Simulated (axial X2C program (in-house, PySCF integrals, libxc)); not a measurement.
# A two-component session on SbF⁻: properties at the nuclei

Wanted for SbF⁻: properties at the nuclei, at the two-component level.

Computed with an in-house X2C program for linear molecules on PySCF integrals. Level: two-component X2C with atomic mean-field terms, Sb dyall-acv3z, F dyall-av3z.

All values are calculated.

### Step 1. Input

The input, task.json:

```json
{
 "zs": [
  51,
  9
 ],
 "q": -1,
 "bas": [
  "dyall-acv3z",
  "dyall-av3z"
 ],
 "r0": 2.04,
 "levels": [
  "PBE0",
  "HF",
  "BP86",
  "PBE",
  "TPSSh"
 ],
 "nst": 3
}
```

Keys: zs atomic numbers; q charge; bas basis sets; r0 starting distance in Å; levels methods (HF also brings MP2); nst determinants followed.

Command:

```
python soeom.py task.json out
```

The runs that follow: Expectation values, lowest determinant; Expectation values, a higher determinant; Expectation values, a higher determinant.

What does the calculation give? Wanted: lowest determinant; Eeff magnitude; Ws magnitude Sb; A∥/gI Sb; qzz Sb; higher determinant (for each run or level that gives them).

The runs gave:

```
                                        quantity                                                  value
                              lowest determinant                Ω = 3/2 (excess of +ω over −ω: ω = 3/2)
                    Eeff magnitude (GV/cm), PBE0                                                    1.5
                     Ws magnitude Sb (kHz), PBE0                                                  0.614
                            A∥/gI Sb (MHz), PBE0                                                    299
                             qzz Sb (a.u.), PBE0                                                   7.89
                              higher determinant                Ω = 1/2 (excess of +ω over −ω: ω = 1/2)
Eeff magnitude (GV/cm), PBE0, higher determinant                                                   1.25
 Ws magnitude Sb (kHz), PBE0, higher determinant                                                   1.34
        A∥/gI Sb (MHz), PBE0, higher determinant                                                   2910
         qzz Sb (a.u.), PBE0, higher determinant                                                   7.46
                              higher determinant  Ω = 1/2 (excess of +ω over −ω: 2 × ω = -1/2, ω = 3/2)
Eeff magnitude (GV/cm), PBE0, higher determinant                                                   6.35
 Ws magnitude Sb (kHz), PBE0, higher determinant                                                   7.57
        A∥/gI Sb (MHz), PBE0, higher determinant                                                  -3130
         qzz Sb (a.u.), PBE0, higher determinant                                                   1.83
```

**Reading.** In the first state, the effective field runs from 0.915 to 6.88 GV/cm over the mean-field levels, so the levels don't agree on it. The expectation values come from single determinants, which for open shells can mix terms of unlike spin or miss the lowest Ω, so a determinant need not be a state. Eeff is the effective electric field on the electron dipole moment in this Ω state and Ws the scalar–pseudoscalar constant (defined with the proton number Z and per Ω); A∥ is the parallel hyperfine constant, which follows by multiplying with the nuclear g factor gI = μI/(I μN); qzz is the electric field gradient, eQq0 = 234.96 MHz × Q/barn × qzz. The operators were transformed with the bare-nucleus X2C matrices.
